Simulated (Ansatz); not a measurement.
**CH₅SSn radical: a ladder of functionals and wavefunction methods**

An exercise on one series of results from a longer session: the logs are not shown, and one member is left open.

The runs use Ansatz 0.2.0, Gaussian basis; functionals in def2-TZVPP, the program's frozen cores in correlated methods.

Levels to be run: LDA (SPW92), PBE-D4, revPBE-D4, BLYP-D4, r2SCAN-D4, B97M-V, PBE0-D4, B3LYP-D4, r2SCANh-D4, r2SCAN0-D4, HSE06-D4, BHLYP-D4, CAM-B3LYP-D4, LC-ωPBE, ωB97X-V, ωB97M-V, B2PLYP, PBE-QIDH; CCSD(T)/def2-SVP; CCSD(T)/def2-TZVPP; MP2/def2-QZVPP; extrapolation to the limit; RPA on PBE.

### The geometry

All runs share one geometry, relaxed beforehand with PBE0-D4 in a triple-zeta def2 set. Sn takes the def2 core potential; no spin-orbit term is included.

SMILES `C[S][SnH2]`, 8 atoms, charge 0, spin multiplicity 2.

Atoms are counted from 1 here; the program's logs count them from 0.

Bond lengths: C1–S2 1.815 Å, C1–H4 1.090 Å, C1–H5 1.090 Å, C1–H6 1.090 Å, S2–Sn3 2.402 Å, Sn3–H7 1.731 Å, Sn3–H8 1.723 Å. Angles: S2–C1–H4 111.2°, S2–C1–H5 111.4°, S2–C1–H6 106.6°, H4–C1–H5 109.9°, H4–C1–H6 108.6°, H5–C1–H6 108.8°, C1–S2–Sn3 100.8°, S2–Sn3–H7 106.1°, S2–Sn3–H8 104.6°, H7–Sn3–H8 110.0°.

The first run:

in.yaml reads:

```yaml
crystal:
  periodic: [false, false, false]
  atoms:
    - {symbol: C, position_ang: [-0.678899, 1.155494, -0.442602]}
    - {symbol: S, position_ang: [-0.981253, -0.130389, 0.801592]}
    - {symbol: Sn, position_ang: [0.670733, -1.758718, 0.178994]}
    - {symbol: H, position_ang: [-0.974033, 0.820151, -1.436370]}
    - {symbol: H, position_ang: [0.366112, 1.464795, -0.450158]}
    - {symbol: H, position_ang: [-1.296840, 2.009761, -0.165405]}
    - {symbol: H, position_ang: [2.127326, -0.872502, -0.120933]}
    - {symbol: H, position_ang: [0.858954, -2.745592, 1.579082]}
basis:
  gaussian: {orbitals: def2-TZVPP}
magnetization: {spin_polarized: true, initial_magnetization: 1}
hamiltonian: {xc: lda}
output: {orbitals: {seedname: orbitals}}
```

Command:

```bash
> ansatz run in.yaml --threads 4 --pin off --events-out ev --progress --plain --max-ram 10444MiB
```

Among the steps run: LDA; PBE-D4 (GGA); revPBE-D4 (GGA); BLYP-D4 (GGA); r2SCAN-D4 (meta-GGA); B97M-V (meta-GGA); B3LYP-D4 (hybrid); r2SCANh-D4 (hybrid); r2SCAN0-D4 (hybrid); HSE06-D4 (hybrid); BHLYP-D4 (hybrid); CAM-B3LYP-D4 (range-separated); LC-ωPBE (range-separated); ωB97X-V (range-separated); ωB97M-V (range-separated); B2PLYP (double hybrid); PBE-QIDH (double hybrid).

One of the session's tables, all rows but one given; the rest of the session is left out.

It belongs to the step «Orbital energies across the functionals». 

| functional | HOMO (eV) | LUMO (eV) | gap (eV) |
| --- | --- | --- | --- |
| LDA (SPW92) | -4.87 | -4.24 | 0.63 |
| PBE-D4 | -4.83 | -3.95 | 0.88 |
| revPBE-D4 | -4.80 | -3.85 | 0.96 |
| BLYP-D4 | -4.66 | -3.95 | 0.71 |
| r2SCAN-D4 | -5.15 | -3.69 | 1.47 |
| B97M-V | -5.03 | -4.10 | 0.94 |
| PBE0-D4 | -5.88 | -3.17 | 2.71 |
| B3LYP-D4 | -5.65 | -3.52 | 2.13 |
| r2SCANh-D4 | -5.54 | -3.40 | 2.14 |
| r2SCAN0-D4 | ? | ? | ? |
| HSE06-D4 | -5.49 | -3.54 | 1.95 |
| BHLYP-D4 | -6.76 | -2.45 | 4.32 |
| CAM-B3LYP-D4 | -7.06 | -2.33 | 4.74 |
| LC-ωPBE | -8.39 | -1.03 | 7.36 |
| ωB97X-V | -7.96 | -1.40 | 6.56 |
| ωB97M-V | -7.85 | -1.51 | 6.34 |

Q: Estimate the row for r2SCAN0-D4 from the others.

Worked estimate for «HOMO (eV)». Against the share of exact exchange, r2SCAN-D4 (0, -5.15), r2SCANh-D4 (0.1, -5.54) give a slope of -3.90 per unit share; at 0.25 the line stands at -6.12.

The run gave: HOMO (eV): -6.12; LUMO (eV): -2.97; gap (eV): 3.15. In «HOMO (eV)» the line misses by 0.00.
